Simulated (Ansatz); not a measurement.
# Be (Beryllium): the cost of one run

Method: DFT r2SCAN, scalar-relativistic, plane waves, PAW, in Ansatz 0.2.0.

1 further run of the same task is left out (set aside as unsound or not needed).

## 1. Starting point

Symmetry: P6_3/mmc, No. 194, hexagonal system. Conventional cell: a = 2.262 Å, b = 2.262 Å, c = 3.569 Å, α = 90.00°, β = 90.00°, γ = 120.00°. Be (site symmetry -6m2) is surrounded by 12 Be at 2.21 to 2.26 Å.

Structure file:

```cif
data_structure
_symmetry_space_group_name_H-M 'P6_3/mmc'
_symmetry_Int_Tables_number 194
_cell_length_a 2.2617
_cell_length_b 2.2617
_cell_length_c 3.5692
_cell_angle_alpha 90.000
_cell_angle_beta 90.000
_cell_angle_gamma 120.000
_cell_volume 15.81
loop_
_atom_site_label
_atom_site_type_symbol
_atom_site_symmetry_multiplicity
_atom_site_Wyckoff_symbol
_atom_site_fract_x
_atom_site_fract_y
_atom_site_fract_z
_atom_site_occupancy
Be1 Be 2 c 0.33333 0.66667 0.25000 1
```

It is the result of an earlier relaxation at this level (volume 7.91 Å³/atom; gap on the mesh: none (metal)).

## 2. Tight relaxation for the response runs, with the smearing for a metal

The response runs start from a cell at rest, found with their own mesh and filling of the bands.

input.yaml

```yaml
crystal:
  lattice:
    - [2.2616611072, 0.0, 0.0]
    - [-1.1308305536, 1.9586559736, 0.0]
    - [0.0, 0.0, 3.5691603057]
  atoms:
    - { symbol: Be, position: [0.3333333333, 0.6666666667, 0.25] }
    - { symbol: Be, position: [0.6666666667, 0.3333333333, 0.75] }
basis:
  ecutwfc: 500
kpoints:
  mp_grid: { grid: [21, 21, 12] }
hamiltonian:
  xc: r2scan
scf:
  occupations: { method: fermi_dirac, width: 0.15 }
output:
  forces: true
  stress: true
  eigenvalues: true
  write_density: true
  write_potential: true
  elf: true
  volumetric_format: npy
relax:
  adjacent_minimum: "off"
  f_tol: 0.001
  max_steps: 60
  cell: { stress_tol: 0.01 }
```

Launch:

```
$ ansatz run input.yaml --threads 1 --pin off --max-ram 2560MiB --backend cpu --events-out ev --progress --plain --runs-dir out
```

What time and memory should one allow on 1 thread of Arm Neoverse N1, shared host?

About 35 s, with a peak of 0.37 GiB.
